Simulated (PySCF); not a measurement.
# C3H7ClOSi: the cost of one run

Programs: PySCF 2.14.0, with density-fitted response routines of our own. Each step states its level of theory. These are calculated values for one molecule in the gas phase, unless marked as measured. Atoms count from 0, in the outputs and in this text.

## 1. Starting geometry

13 atoms, charge 0, multiplicity 1; geometry from: GFN2-xTB. The atoms were then displaced at random by about 0.01 Å, so the start is not that level's minimum.

Bonds of the start (Å): C0–C1 1.48, C1–C2 1.31, C2–Cl3 1.76, C2–O4 1.33, O4–Si5 1.64, C0–H6 1.08, C0–H7 1.12, C0–H8 1.08, C1–H9 1.07, Si5–H10 1.46, Si5–H11 1.47, Si5–H12 1.46.

## 2. Geometry optimisation at PBE0-D3(BJ)/def2-SVP

What the job is given:

```
{"job": {"xc": "PBE0", "basis": "def2-SVP", "d3": "d3bj", "grid": 1, "shake": 0.01, "kind": "geom"}, "charge": 0, "multiplicity": 1}
C     -2.086720    -0.026900     0.893080
C     -1.367070    -0.278180    -0.379270
C     -0.060590    -0.197030    -0.481900
Cl     0.777250    -0.530340    -1.995820
O      0.772560     0.123710     0.508200
Si     2.406720     0.277440     0.565270
H     -1.407880     0.260760     1.685250
H     -2.796290     0.821710     0.736630
H     -2.676800    -0.876670     1.205830
H     -1.938180    -0.549800    -1.237310
H      2.512260     0.645590     1.976470
H      3.043650    -1.005330     0.249430
H      2.826910     1.318150    -0.371970
```

Command:

```
> OMP_NUM_THREADS=1 python probes_run.py task.json out
```

This one command runs all jobs of the session in turn.

**Question.** How long does this first job take on 1 thread of Arm Neoverse V2, shared host, and how much memory does it need?

About 51 s, with a peak of 0.53 GiB.
